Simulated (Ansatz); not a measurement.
# C3H9NSi: inversion of the pyramid at N4, part 2 of 2

How high is the barrier for the inversion of the pyramid at N4? Relax the two ends, then run a nudged elastic band between them. SMILES of the start: CC=C(N)[SiH3].

Ansatz 0.2.0; RKS r2SCAN-D4/def2-SVP. The steps go on from the part before.

## 6. The band

crystal.atoms is end A as relaxed above, and neb.final_atoms is end B, turned to lie on A. With 7 inner images the band has 9 in all.

input.yaml

```yaml
crystal:
  periodic: [false, false, false]
  atoms:
    - { symbol: C, position_ang: [-1.896643, 0.885475, -0.417055] }
    - { symbol: C, position_ang: [-0.846726, 0.225942, 0.425885] }
    - { symbol: C, position_ang: [0.373199, -0.156996, -0.034927] }
    - { symbol: "N", position_ang: [0.760853, -0.040623, -1.368868] }
    - { symbol: Si, position_ang: [1.571187, -1.035035, 1.114873] }
    - { symbol: H, position_ang: [-2.621214, 1.437613, 0.20031] }
    - { symbol: H, position_ang: [-1.460502, 1.609883, -1.129964] }
    - { symbol: H, position_ang: [-2.47449, 0.157834, -1.018977] }
    - { symbol: H, position_ang: [-1.091117, 0.013315, 1.471429] }
    - { symbol: H, position_ang: [1.749575, 0.12095, -1.533594] }
    - { symbol: H, position_ang: [0.180332, 0.557994, -1.95114] }
    - { symbol: H, position_ang: [1.078157, -0.932028, 2.517635] }
    - { symbol: H, position_ang: [2.92474, -0.398828, 1.009018] }
    - { symbol: H, position_ang: [1.739648, -2.474797, 0.744276] }
basis:
  gaussian: { orbitals: def2-SVP }
hamiltonian:
  xc: r2scan
  dispersion: d4
neb:
  order_check: false
  images: 7
  f_tol: 0.05
  max_iterations: 60
  initial_path: idpp
  final_atoms:
    - { symbol: C, position_ang: [-1.84361998, 0.99844946, -0.39049962] }
    - { symbol: C, position_ang: [-0.80964616, 0.30891009, 0.448574] }
    - { symbol: C, position_ang: [0.36777456, -0.16725548, -0.03542549] }
    - { symbol: "N", position_ang: [0.77428757, -0.00017994, -1.3580977] }
    - { symbol: Si, position_ang: [1.60901079, -0.95219062, 1.13463909] }
    - { symbol: H, position_ang: [-2.82880018, 0.99607849, 0.09932471] }
    - { symbol: H, position_ang: [-1.58622552, 2.05590386, -0.59404199] }
    - { symbol: H, position_ang: [-1.97022465, 0.50950771, -1.37501143] }
    - { symbol: H, position_ang: [-1.00452737, 0.20742994, 1.52065138] }
    - { symbol: H, position_ang: [1.36089097, -0.73444905, -1.74177062] }
    - { symbol: H, position_ang: [0.05221531, 0.28689063, -2.01401888] }
    - { symbol: H, position_ang: [0.95928405, -1.20108743, 2.45275555] }
    - { symbol: H, position_ang: [2.8154968, -0.08781194, 1.32372934] }
    - { symbol: H, position_ang: [2.09108281, -2.24949671, 0.55809265] }
```

Launch:

```sh
$ ansatz run input.yaml --threads 2 --pin off --max-ram 3072MiB --backend cpu --events-out ev --progress --plain --runs-dir out
```

Log, cut to the lines that bear on the results:

```text
Warning: RAYON_NUM_THREADS=2 ignored (pool sized by the plan → 2); use --threads N
[...]
Functional definition: r2SCAN
[...]
1364 factors; their error is unknown
[...]
mean field -12615.17394604 eV, -463.5990916451 hartree, gradient 2.8e-5 eV, S^2 0.000000; 0 other end points of the search recorded, 0 dependent functions left out
[...]
reference -12615.17395732 eV, -463.5990920594 hartree; 24, 24 occupied and 95, 95 virtual orbitals, 1364 factors
[...]
Atom 10 at     0.026294     0.278377    -2.042275 Å, force     0.000066     0.000333    -0.000288 eV/Å
Atom 11 at     1.065940    -0.925471     2.522959 Å, force    -0.000265     0.000417     0.000114 eV/Å
Atom 12 at     2.915480    -0.298484     1.053875 Å, force     0.000206     0.000157    -0.000255 eV/Å
Atom 13 at     1.826300    -2.414853     0.740752 Å, force    -0.000023    -0.000402     0.000089 eV/Å
Dipole moment:     0.027459     0.038267    -0.362765 e Å
this run last wrote the band of iteration 6 to <dir>
```

It took 97 s on 2 threads of Intel Xeon 6975P-C (Granite Rapids), shared host; peak memory 0.2 GiB.

## 7. What the band shows

The 7 inner images lie between the fixed ends 0 and 8. Energy is taken from image 0, and the path length is the program's own coordinate along the band.

| image | path (Å) | energy (eV) | sum of angles at N4 (°) | band force (eV/Å) |
| --- | --- | --- | --- | --- |
| 0 | 0.000 | 0.0000 | 343.7 | - |
| 1 | 0.254 | 0.0008 | 344.0 | 0.009 |
| 2 | 0.507 | 0.0034 | 344.3 | 0.020 |
| 3 | 0.761 | 0.0082 | 347.2 | 0.027 |
| 4* | 1.014 | 0.0339 | 360.0 | 0.001 |
| 5 | 1.263 | 0.0086 | 347.4 | 0.028 |
| 6 | 1.513 | 0.0037 | 344.3 | 0.018 |
| 7 | 1.762 | 0.0010 | 344.1 | 0.005 |
| 8 | 2.011 | 0.0000 | 343.9 | - |

The star marks the climbing image.

image, energy (eV) and a bar:
```
        0      0.000 
        1      0.001 #
        2      0.003 ###
        3      0.008 #######
        4      0.034 ##############################
        5      0.009 ########
        6      0.004 ###
        7      0.001 #
        8      0.000
```

How the highest energy settled:

```csv
iteration,highest image above image 0 (eV),largest band force (eV/Å)
1,0.0591,0.758
2,0.0374,0.274
3,0.0341,0.132
4,0.0340,0.187
5,0.0340,0.112
6,0.0339,0.028
```

Positions of all images (Å):

```xyz
14
image=0 dE=0.0000
C    -1.897    0.885   -0.417
C    -0.847    0.226    0.426
C     0.373   -0.157   -0.035
N     0.761   -0.041   -1.369
Si    1.571   -1.035    1.115
H    -2.621    1.438    0.200
H    -1.461    1.610   -1.130
H    -2.474    0.158   -1.019
H    -1.091    0.013    1.471
H     1.750    0.121   -1.534
H     0.180    0.558   -1.951
H     1.078   -0.932    2.518
H     2.925   -0.399    1.009
H     1.740   -2.475    0.744
14
image=1 dE=0.0008
C    -1.877    0.918   -0.409
C    -0.833    0.260    0.443
C     0.362   -0.177   -0.035
N     0.706   -0.117   -1.384
Si    1.575   -1.028    1.119
H    -2.651    1.405    0.201
H    -1.443    1.698   -1.064
H    -2.392    0.199   -1.075
H    -1.056    0.100    1.502
H     1.695   -0.019   -1.593
H     0.137    0.495   -1.963
H     1.078   -0.925    2.520
H     2.919   -0.372    1.012
H     1.768   -2.467    0.755
14
image=2 dE=0.0034
C    -1.859    0.950   -0.402
C    -0.817    0.295    0.456
C     0.351   -0.196   -0.037
N     0.652   -0.193   -1.397
Si    1.578   -1.020    1.122
H    -2.677    1.371    0.200
H    -1.438    1.781   -1.002
H    -2.312    0.242   -1.121
H    -1.014    0.191    1.527
H     1.636   -0.169   -1.644
H     0.104    0.440   -1.974
H     1.072   -0.925    2.520
H     2.911   -0.341    1.022
H     1.800   -2.455    0.758
14
image=3 dE=0.0082
C    -1.845    0.982   -0.393
C    -0.800    0.330    0.466
C     0.342   -0.208   -0.038
N     0.608   -0.252   -1.403
Si    1.581   -1.007    1.125
H    -2.695    1.344    0.202
H    -1.442    1.854   -0.944
H    -2.247    0.287   -1.154
H    -0.972    0.272    1.544
H     1.576   -0.342   -1.691
H     0.082    0.383   -1.996
H     1.061   -0.938    2.519
H     2.901   -0.301    1.047
H     1.836   -2.433    0.745
14
image=4 dE=0.0339
C    -1.835    1.003   -0.384
C    -0.799    0.341    0.475
C     0.353   -0.181   -0.031
N     0.659   -0.143   -1.375
Si    1.587   -0.988    1.129
H    -2.683    1.373    0.209
H    -1.424    1.870   -0.938
H    -2.248    0.313   -1.146
H    -0.973    0.272    1.552
H     1.517   -0.530   -1.737
H     0.026    0.278   -2.042
H     1.066   -0.925    2.523
H     2.915   -0.298    1.054
H     1.826   -2.415    0.741
14
image=5 dE=0.0086
C    -1.823    1.025   -0.387
C    -0.790    0.350    0.469
C     0.369   -0.156   -0.031
N     0.720   -0.035   -1.371
Si    1.599   -0.972    1.130
H    -2.666    1.400    0.211
H    -1.402    1.885   -0.940
H    -2.246    0.338   -1.146
H    -0.971    0.273    1.545
H     1.398   -0.690   -1.742
H    -0.029    0.166   -2.028
H     1.074   -0.912    2.522
H     2.935   -0.299    1.059
H     1.820   -2.402    0.738
14
image=6 dE=0.0037
C    -1.805    1.055   -0.387
C    -0.771    0.384    0.470
C     0.364   -0.169   -0.032
N     0.697   -0.102   -1.384
Si    1.609   -0.961    1.130
H    -2.677    1.373    0.201
H    -1.404    1.954   -0.893
H    -2.179    0.385   -1.185
H    -0.930    0.354    1.552
H     1.288   -0.844   -1.743
H    -0.066    0.113   -2.021
H     1.071   -0.928    2.520
H     2.930   -0.261    1.081
H     1.859   -2.382    0.721
14
image=7 dE=0.0010
C    -1.788    1.088   -0.385
C    -0.751    0.420    0.468
C     0.355   -0.188   -0.036
N     0.665   -0.189   -1.394
Si    1.613   -0.954    1.129
H    -2.691    1.335    0.191
H    -1.419    2.031   -0.833
H    -2.107    0.444   -1.227
H    -0.880    0.443    1.554
H     1.196   -0.984   -1.735
H    -0.094    0.056   -2.025
H     1.075   -0.933    2.519
H     2.922   -0.230    1.083
H     1.889   -2.369    0.718
14
image=8 dE=0.0000
C    -1.764    1.136   -0.383
C    -0.722    0.466    0.462
C     0.343   -0.213   -0.041
N     0.622   -0.298   -1.404
Si    1.615   -0.951    1.127
H    -2.686    1.323    0.186
H    -1.423    2.113   -0.778
H    -2.043    0.521   -1.259
H    -0.811    0.552    1.549
H     1.086   -1.145   -1.713
H    -0.133   -0.031   -2.031
H     1.088   -0.919    2.520
H     2.917   -0.215    1.064
H     1.899   -2.368    0.728
```

## 8. Frequencies at the highest image

The geometry is the highest inner image of the first converged band.

input.yaml

```yaml
crystal:
  periodic: [false, false, false]
  atoms:
    - { symbol: C, position_ang: [-1.835235, 1.003371, -0.384376] }
    - { symbol: C, position_ang: [-0.79884, 0.340809, 0.474724] }
    - { symbol: C, position_ang: [0.352536, -0.180592, -0.030625] }
    - { symbol: "N", position_ang: [0.659028, -0.142643, -1.375005] }
    - { symbol: Si, position_ang: [1.587194, -0.987631, 1.129047] }
    - { symbol: H, position_ang: [-2.683357, 1.37316, 0.208913] }
    - { symbol: H, position_ang: [-1.423501, 1.870098, -0.937792] }
    - { symbol: H, position_ang: [-2.248181, 0.312764, -1.145764] }
    - { symbol: H, position_ang: [-0.973378, 0.271909, 1.551598] }
    - { symbol: H, position_ang: [1.516721, -0.530115, -1.737129] }
    - { symbol: H, position_ang: [0.026294, 0.278377, -2.042275] }
    - { symbol: H, position_ang: [1.06594, -0.925471, 2.522959] }
    - { symbol: H, position_ang: [2.91548, -0.298484, 1.053875] }
    - { symbol: H, position_ang: [1.8263, -2.414853, 0.740752] }
basis:
  gaussian: { orbitals: def2-SVP }
hamiltonian:
  xc: r2scan
  dispersion: d4
phonons: {}
```

Launch:

```sh
$ ansatz run input.yaml --threads 2 --pin off --max-ram 3072MiB --backend cpu --events-out ev --progress --plain --runs-dir out
```

Log, cut to the lines that bear on the results:

```text
Warning: RAYON_NUM_THREADS=2 ignored (pool sized by the plan → 2); use --threads N
[...]
[... 1 set-up line as earlier in the session ...]
[...]
1364 factors; their error is unknown
[...]
mean field -12615.13988908 eV, -463.5978400749 hartree, gradient 2.4e-5 eV, S^2 0.000000; 0 other end points of the search recorded, 0 dependent functions left out
[...]
reference -12615.13990043 eV, -463.5978404920 hartree; 24, 24 occupied and 95, 95 virtual orbitals, 1364 factors
[...]
1364 factors; their error is unknown
[...]
WARN: phonons: modes at or below zero, which the zero-point energy, F, S and C_V leave out: 1, the lowest at -388.82 cm⁻¹. A minimum has none, and a first-order saddle one
[...]
Atom 11 at     1.065940    -0.925471     2.522959 Å, force    -0.000268     0.000432     0.000136 eV/Å
Atom 12 at     2.915480    -0.298484     1.053875 Å, force     0.000151     0.000121    -0.000206 eV/Å
Atom 13 at     1.826300    -2.414853     0.740752 Å, force    -0.000069    -0.000314     0.000010 eV/Å
Dipole moment:     0.027459     0.038270    -0.362766 e Å
Vibrations: -388.82 56.75 78.97 179.12 200.73 271.46 341.54 422.40 523.00 655.39 701.09 725.93 731.28 917.84 920.85 960.50 963.60 1010.54 1086.08 1115.59 1227.01 1351.09 1400.80 1452.26 1461.70 1614.28 1661.70 2194.66 2201.00 2249.01 2981.50 3040.02 3135.95 3193.20 3611.81 3744.06 cm⁻¹, [...]
```

Wall time 97 s (2 threads of Intel Xeon 6975P-C (Granite Rapids), shared host); peak memory 0.2 GiB.

Of 36 modes, 1 is imaginary by more than 30 cm⁻¹ (389i cm⁻¹).

## 9. The band again, with other settings

crystal.atoms is end A as relaxed above, and neb.final_atoms is end B, turned to lie on A. With 7 inner images the band has 9 in all.

input.yaml

```yaml
crystal:
  periodic: [false, false, false]
  atoms:
    - { symbol: C, position_ang: [-1.896643, 0.885475, -0.417055] }
    - { symbol: C, position_ang: [-0.846726, 0.225942, 0.425885] }
    - { symbol: C, position_ang: [0.373199, -0.156996, -0.034927] }
    - { symbol: "N", position_ang: [0.760853, -0.040623, -1.368868] }
    - { symbol: Si, position_ang: [1.571187, -1.035035, 1.114873] }
    - { symbol: H, position_ang: [-2.621214, 1.437613, 0.20031] }
    - { symbol: H, position_ang: [-1.460502, 1.609883, -1.129964] }
    - { symbol: H, position_ang: [-2.47449, 0.157834, -1.018977] }
    - { symbol: H, position_ang: [-1.091117, 0.013315, 1.471429] }
    - { symbol: H, position_ang: [1.749575, 0.12095, -1.533594] }
    - { symbol: H, position_ang: [0.180332, 0.557994, -1.95114] }
    - { symbol: H, position_ang: [1.078157, -0.932028, 2.517635] }
    - { symbol: H, position_ang: [2.92474, -0.398828, 1.009018] }
    - { symbol: H, position_ang: [1.739648, -2.474797, 0.744276] }
basis:
  gaussian: { orbitals: def2-SVP }
hamiltonian:
  xc: r2scan
  dispersion: d4
neb:
  order_check: false
  images: 7
  f_tol: 0.05
  max_iterations: 60
  initial_path: idpp
  spring: 50.0
  final_atoms:
    - { symbol: C, position_ang: [-1.84361998, 0.99844946, -0.39049962] }
    - { symbol: C, position_ang: [-0.80964616, 0.30891009, 0.448574] }
    - { symbol: C, position_ang: [0.36777456, -0.16725548, -0.03542549] }
    - { symbol: "N", position_ang: [0.77428757, -0.00017994, -1.3580977] }
    - { symbol: Si, position_ang: [1.60901079, -0.95219062, 1.13463909] }
    - { symbol: H, position_ang: [-2.82880018, 0.99607849, 0.09932471] }
    - { symbol: H, position_ang: [-1.58622552, 2.05590386, -0.59404199] }
    - { symbol: H, position_ang: [-1.97022465, 0.50950771, -1.37501143] }
    - { symbol: H, position_ang: [-1.00452737, 0.20742994, 1.52065138] }
    - { symbol: H, position_ang: [1.36089097, -0.73444905, -1.74177062] }
    - { symbol: H, position_ang: [0.05221531, 0.28689063, -2.01401888] }
    - { symbol: H, position_ang: [0.95928405, -1.20108743, 2.45275555] }
    - { symbol: H, position_ang: [2.8154968, -0.08781194, 1.32372934] }
    - { symbol: H, position_ang: [2.09108281, -2.24949671, 0.55809265] }
```

Launch:

```sh
$ ansatz run input.yaml --threads 2 --pin off --max-ram 3072MiB --backend cpu --events-out ev --progress --plain --runs-dir out
```

Log, cut to the lines that bear on the results:

```text
Warning: RAYON_NUM_THREADS=2 ignored (pool sized by the plan → 2); use --threads N
[...]
[... 1 set-up line as earlier in the session ...]
[...]
1364 factors; their error is unknown
[...]
mean field -12615.17394604 eV, -463.5990916451 hartree, gradient 2.8e-5 eV, S^2 0.000000; 0 other end points of the search recorded, 0 dependent functions left out
[...]
reference -12615.17395732 eV, -463.5990920594 hartree; 24, 24 occupied and 95, 95 virtual orbitals, 1364 factors
[...]
Atom 10 at     0.026293     0.278376    -2.042277 Å, force     0.000071     0.000330    -0.000291 eV/Å
Atom 11 at     1.065927    -0.925480     2.522955 Å, force    -0.000260     0.000416     0.000114 eV/Å
Atom 12 at     2.915478    -0.298473     1.053893 Å, force     0.000201     0.000160    -0.000257 eV/Å
Atom 13 at     1.826312    -2.414846     0.740746 Å, force    -0.000023    -0.000400     0.000092 eV/Å
Dipole moment:     0.027458     0.038268    -0.362765 e Å
this run last wrote the band of iteration 6 to <dir>
```

It took 94 s on 2 threads of Intel Xeon 6975P-C (Granite Rapids), shared host; peak memory 0.19 GiB.

## 10. Images and barrier

The 7 inner images lie between the fixed ends 0 and 8. Energy is taken from image 0, and the path length is the program's own coordinate along the band.

| image | path (Å) | energy (eV) | sum of angles at N4 (°) | band force (eV/Å) |
| --- | --- | --- | --- | --- |
| 0 | 0.000 | 0.0000 | 343.7 | - |
| 1 | 0.253 | 0.0008 | 344.0 | 0.009 |
| 2 | 0.507 | 0.0034 | 344.3 | 0.020 |
| 3 | 0.760 | 0.0082 | 347.2 | 0.027 |
| 4* | 1.014 | 0.0339 | 360.0 | 0.001 |
| 5 | 1.263 | 0.0086 | 347.5 | 0.030 |
| 6 | 1.512 | 0.0037 | 344.3 | 0.017 |
| 7 | 1.761 | 0.0010 | 344.1 | 0.005 |
| 8 | 2.010 | 0.0000 | 343.9 | - |

The star marks the climbing image.

image, energy (eV) and a bar:
```
        0      0.000 
        1      0.001 #
        2      0.003 ###
        3      0.008 #######
        4      0.034 ##############################
        5      0.009 ########
        6      0.004 ###
        7      0.001 #
        8      0.000
```

## 11. Results

The summary covers parts 1 to 2.

| quantity | value |
| --- | --- |
| end A | 18 moves, 0.573 eV lower |
| end B | 32 moves, 0.654 eV lower |
| first band: barrier forwards | 0.034 eV |
| first band: barrier backwards | 0.034 eV |
| first band: second end relative to first | 0.000 eV |
| first band: highest image | 4 of 0 to 8, climbing |
| first band: band iterations | 6 |
| imaginary modes at the top | 389i cm⁻¹ |
| second band | top 0.034 eV above image 0, 6 iterations, 7 inner images |
| time, first and second band | 97 s and 94 s |

In the first band: along this path the system climbs 0.034 eV from the first end (1.3 kT at 300 K). The ends differ by 1 meV at most. One imaginary mode, as a first-order saddle point has. The second band's top agrees with the first's to 1 meV, so the changed settings hardly move the height. These are electronic energies, with no zero-point or thermal terms. Tunnelling, which matters where hydrogen moves, is missing too.
